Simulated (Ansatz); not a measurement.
Ta3N:

```xyz
4
Lattice="3.0322 0.0000 0.0000 -1.5161 2.6260 0.0000 0.0000 0.0000 7.5241" Properties=species:S:1:pos:R:3 pbc="T T T"
Ta    1.5161    0.8753    6.2155
Ta    0.0000    1.7507    1.3087
Ta    0.0000    0.0000    3.7621
N     0.0000    0.0000    0.0000
```

The cell comes from a database or a generator and needn't be the stable form of this composition.

Base run:

| Quantity | Value |
| --- | --- |
| Program | Ansatz 0.2.0 |
| Functional | PBEsol |
| Potentials or basis | all-electron LAPW, scalar-relativistic |
| Cutoff | 336 eV (chosen from the basis error) |
| Basis error allowed | 0.002 eV/atom |
| k mesh | 10 × 10 × 4 |
| Occupations | fermi-dirac, width 0.05 eV |
| Spin | no spin polarisation |

Its results: pressure -8.0 GPa; largest force 0.395 eV/Å.

Question: The run is repeated on the same cell with these changes: functional from PBEsol to PBE. What comes out?

Answer: Pressure -0.6 GPa; largest force 0.130 eV/Å.

PBE binds less tightly than PBEsol, so the same cell stands under more pressure.
